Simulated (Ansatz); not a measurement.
**CH₆FGeNSi: how energies converge with the basis set**

An exercise on one series of results from a longer session: the logs are not shown, and one member is left open.

Program: Ansatz 0.2.0, Gaussian basis. Level of theory: one geometry, several basis sets. These are calculated values, not measurements.

Plan: PBE0-D4/def2-SVP; ωB97M-V/def2-SVP; PBE0-D4/def2-QZVPP; ωB97M-V/def2-QZVPP; the functionals' def2-TZVPP values are taken from earlier runs.

### Structure used throughout

An earlier PBE0-D4 in a triple-zeta def2 set relaxation fixed the geometry.

11 atoms, charge 0, spin multiplicity 1.

Atoms are counted from 1 here; the program's logs count them from 0.

Bond lengths: N1–C2 1.396 Å, N1–H6 1.012 Å, N1–H7 1.011 Å, C2–F3 1.401 Å, C2–Si4 1.908 Å, C2–Ge5 2.021 Å, Si4–Ge5 2.321 Å, Si4–H8 1.482 Å, Si4–H9 1.483 Å, Ge5–H10 1.530 Å, Ge5–H11 1.529 Å. Angles: C2–N1–H6 114.3°, C2–N1–H7 114.6°, H6–N1–H7 110.8°, N1–C2–F3 115.2°, N1–C2–Si4 114.8°, N1–C2–Ge5 113.0°, F3–C2–Si4 117.4°, F3–C2–Ge5 117.2°, Si4–C2–Ge5 72.3°, C2–Si4–Ge5 56.1°, C2–Si4–H8 115.1°, C2–Si4–H9 117.7°, Ge5–Si4–H8 116.0°, Ge5–Si4–H9 125.9°, H8–Si4–H9 113.5°, C2–Ge5–Si4 51.6°, C2–Ge5–H10 116.0°, C2–Ge5–H11 115.1° and more.

Set-up of the first run:

in.yaml reads:

```yaml
crystal:
  periodic: [false, false, false]
  atoms:
    - {symbol: N, position_ang: [-0.847599, 0.747823, 1.149590]}
    - {symbol: C, position_ang: [0.284554, 0.209826, 0.534096]}
    - {symbol: F, position_ang: [1.490242, 0.416875, 1.216745]}
    - {symbol: Si, position_ang: [0.018239, -1.494279, -0.282772]}
    - {symbol: Ge, position_ang: [0.298482, 0.480937, -1.468718]}
    - {symbol: H, position_ang: [-1.086516, 0.316032, 2.033126]}
    - {symbol: H, position_ang: [-0.843114, 1.755713, 1.231769]}
    - {symbol: H, position_ang: [1.190472, -2.401002, -0.245233]}
    - {symbol: H, position_ang: [-1.271183, -2.183948, -0.034452]}
    - {symbol: H, position_ang: [1.667545, 0.745727, -2.099341]}
    - {symbol: H, position_ang: [-0.835821, 1.349393, -2.014210]}
basis:
  gaussian: {orbitals: def2-SVP}
hamiltonian: {xc: pbe0, dispersion: d4}
output: {orbitals: {seedname: orbitals}}
```

Among the steps run: PBE0-D4 in def2-SVP; ωB97M-V in def2-SVP; PBE0-D4 in def2-QZVPP; ωB97M-V in def2-QZVPP.

One of the session's tables, all rows but one given; the rest of the session is left out.

It belongs to the step «Functionals by basis». 

| functional | basis | HOMO (eV) |
| --- | --- | --- |
| PBE0-D4 | def2-SVP | -6.65 |
| PBE0-D4 | def2-TZVPP | ? |
| PBE0-D4 | def2-QZVPP | -6.77 |
| ωB97M-V | def2-SVP | -8.67 |
| ωB97M-V | def2-TZVPP | -8.78 |
| ωB97M-V | def2-QZVPP | -8.81 |

**Question.** Estimate the row for PBE0-D4, def2-TZVPP.

The run gave: HOMO (eV): -6.74. In the column «HOMO (eV)» it lies between PBE0-D4, def2-QZVPP (-6.77) and PBE0-D4, def2-SVP (-6.65).
